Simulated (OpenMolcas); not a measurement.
**C2H3I (vinyl iodide): CCSD(T)/def2-SVP (core potential)**

Aim: the vertical electron affinity of C2H3I (vinyl iodide) at CCSD(T)/def2-SVP (core potential), from 2 runs. 

The results are computed with OpenMolcas 26.06.

1 further run of the same task is left out (set aside as unsound or not needed).

## Step 1: The molecule

C2H3I has 6 atoms, charge 0, and is taken as a singlet. As SMILES, `C=CI`. Geometry: relaxed at PBE0-D4/def2-TZVP.

Bond lengths: C1–C2 1.320 Å, C2–I3 2.078 Å, C1–H4 1.083 Å, C1–H5 1.086 Å, C2–H6 1.082 Å. Angles: C1–C2–I3 123.7°, C1–C2–H6 123.5°, I3–C2–H6 112.8°, C2–C1–H4 122.8°, C2–C1–H5 119.6°, H4–C1–H5 117.7°.

## Step 2: The energy at CCSD(T)/def2-SVP (core potential)

The input, job.input:

```
>>> EXPORT MOLCAS_PRINT=2

&GATEWAY
  BasLib=$CurrDir
  Coord
  6
  bohr
  C     -1.17724268     0.12980529    -0.86443632
  C      0.70462218     0.28599115     0.76428083
  I      3.48569432    -2.45993209     1.15016291
  H     -1.41498913    -1.45735679    -2.13446456
  H     -2.56169384     1.64060353    -0.95873365
  H      0.96360915     1.86087001     2.04317189
  Basis=def2-SVP
  Group=NoSym

&SEWARD

&SCF
  PrOrbitals=1 1

&RASSCF
  FileOrb=$Project.ScfOrb
  Spin=1
  Nactel=0 0 0
  Inactive=20
  Ras2=0
  OutOrbitals=Canonical
  OrbListing=Nothing

&MOTRA
  JobIph
  Frozen=6

&CCSDT
  CCT
  Triples=2
  Iterations=50
  Extrapolation=5 4
```

The basis set def2-SVP is read from a file made from the Basis Set Exchange's data (not shown).

Started as:

```sh
$ export MOLCAS_MEM=1860
$ pymolcas job.input > job.log
```

What it wrote, shortened:

```text
--- Start Module: gateway ---
[...]
--- Stop Module: gateway /rc=_RC_ALL_IS_WELL_ ---
[...]
      Basis functions           69
[...]
       Convergence after  11 Iterations
[...]
::    Total SCF energy                               -374.0413580106
[...]
      Total spin, S                                     0.0000000000
[...]
      Number of active orbitals                  0
[...]
      Spin quantum number                      0.0
[...]
      Active orbitals                            0
[...]
      Number of CSFs                             1
[...]
      Number of root(s) required                 1
[...]
      Convergence after  4 iterations
[...]
      Natural orbitals and occupation numbers for root  1
      ************************************************************************************************************************
      *                                                    Final results                                                     *
      ************************************************************************************************************************
[...]
::    RASSCF root number  1 Total energy:   -374.04135801
[...]
      Total electronic charge=   40.000000
      Total            charge=   -0.000000
[...]
      Dipole Moment (debye):
      Origin of the operator (angstrom)=    1.4908   -1.0490    0.4940
                   X= -1.1323E+00               Y=  8.8282E-01               Z= -3.1667E-01           Total=  1.4703E+00
      Quadrupole Moment (debye*angstrom):
[...]
--- Start Module: motra ---
[...]
      *** WARNING: Default frozen orbitals is overwritten by user input.
      *** Default values:   2
[...]
--- Stop Module: motra /rc=_RC_ALL_IS_WELL_ ---
--- Start Module: ccsdt ---
[...]
      Convergence after                     9  Iterations
      Total energy (diff) :    -374.45894972       0.00000008
[...]
 METHOD                       : CCSD+T(CCSD)+<T3(1)WT1> = CCSD(T)
[...]
       CCSD     =      -374.4589497156177
[...]
--- Stop Module: ccsdt /rc=_RC_ALL_IS_WELL_ ---
[...]
```

It took 24 s on 1 thread of Arm Neoverse V1, shared host; peak memory 0.41 GiB.

## Step 3: The doublet anion, same level

The input, job.inp:

```
>>> EXPORT MOLCAS_PRINT=2

&GATEWAY
 BasLib=$CurrDir
 Coord
 6
 bohr
 C     -1.17724268     0.12980529    -0.86443632
 C      0.70462218     0.28599115     0.76428083
 I      3.48569432    -2.45993209     1.15016291
 H     -1.41498913    -1.45735679    -2.13446456
 H     -2.56169384     1.64060353    -0.95873365
 H      0.96360915     1.86087001     2.04317189
 Basis=def2-SVP
 Group=NoSym

&SEWARD

&SCF
 UHF
 Charge=-1
 Spin=2
 PrOrbitals=1 1

&RASSCF
 FileOrb=$Project.UnaOrb
 Spin=2
 Nactel=1 0 0
 Inactive=20
 Ras2=1
 OutOrbitals=Canonical
 OrbListing=Nothing

&MOTRA
 JobIph
 Frozen=6

&CCSDT
 CCT
 Triples=3
 Iterations=50
 Extrapolation=5 4
```

The basis set def2-SVP is read from a file made from the Basis Set Exchange's data (not shown).

Started as:

```sh
$ export MOLCAS_MEM=1860
$ pymolcas job.inp > job.log
```

What it wrote, shortened:

```text
--- Start Module: gateway ---
[...]
--- Stop Module: gateway /rc=_RC_ALL_IS_WELL_ ---
[...]
      Basis functions           69
[...]
       Convergence after  22 Iterations
[...]
::    Total SCF energy                               -373.9581376706
[...]
      Total spin, S                                     0.5638497643
[...]
      Number of active orbitals                  1
[...]
      Spin quantum number                      0.5
[...]
      Active orbitals                            1
[...]
      Number of CSFs                             1
[...]
      Number of root(s) required                 1
[...]
      Convergence after 12 iterations
[...]
      printout of CI-coefficients larger than  0.05 for root  1
      energy=    -373.950907
      conf/sym  1     Coeff  Weight
             1  u   1.00000 1.00000
      Natural orbitals and occupation numbers for root  1
      sym 1:   1.000000
      ************************************************************************************************************************
      *                                                    Final results                                                     *
[...]
::    RASSCF root number  1 Total energy:   -373.95090688
[...]
      Total electronic charge=   41.000000
      Total            charge=   -1.000000
[...]
      Dipole Moment (debye):
      Origin of the operator (angstrom)=    1.4908   -1.0490    0.4940
                   X=  4.0886E-01               Y=  1.4383E-02               Z=  3.4064E-01           Total=  5.3236E-01
      Center of Charge (angstrom)
[...]
--- Start Module: motra ---
[...]
      *** WARNING: Default frozen orbitals is overwritten by user input.
      *** Default values:   2
[...]
--- Stop Module: motra /rc=_RC_ALL_IS_WELL_ ---
--- Start Module: ccsdt ---
[...]
      Convergence after                    16  Iterations
      Total energy (diff) :    -374.37883186      -0.00000006
[...]
 METHOD                       : CCSD+T(CCSD)+<T3(1)WT1>+<T3(1)UT2> = CCSD(T)
[...]
       CCSD     =      -374.3788318559593
[...]
--- Stop Module: ccsdt /rc=_RC_ALL_IS_WELL_ ---
[...]
```

Run time: 36 s. Hardware: 1 thread of Arm Neoverse V1, shared host; peak memory 0.41 GiB.

## Step 4: What came out

Level: CCSD(T)/def2-SVP (core potential), 6 core orbitals frozen.

| quantity | value |
| --- | --- |
| singlet C2H3I: total energy | -374.47315 Eh |
| singlet C2H3I: dipole moment (mean-field density) | 1.47 D |
| singlet C2H3I: HOMO energy (Hartree–Fock orbitals) | -9.34 eV |
| singlet C2H3I: LUMO energy (Hartree–Fock orbitals) | 3.27 eV |
| singlet C2H3I: HOMO–LUMO gap (Hartree–Fock orbitals) | 12.61 eV |
| singlet C2H3I: correlation energy (6 core orbitals frozen) | -431.8 mEh |
| singlet C2H3I: (T) correction | -14.20 mEh |
| doublet anion: total energy | -374.39291 Eh |
| doublet anion: (T) correction | -14.07 mEh |
| vertical electron affinity (to the doublet anion) | -2.184 eV |

What this shows: The anion lies 2.18 eV (211 kJ/mol) above the neutral: the electron isn't bound at this level, and such a value depends on the basis. Without diffuse functions anions come out too high. The triples (singlet C2H3I) make up 3.3 % of the correlation energy.
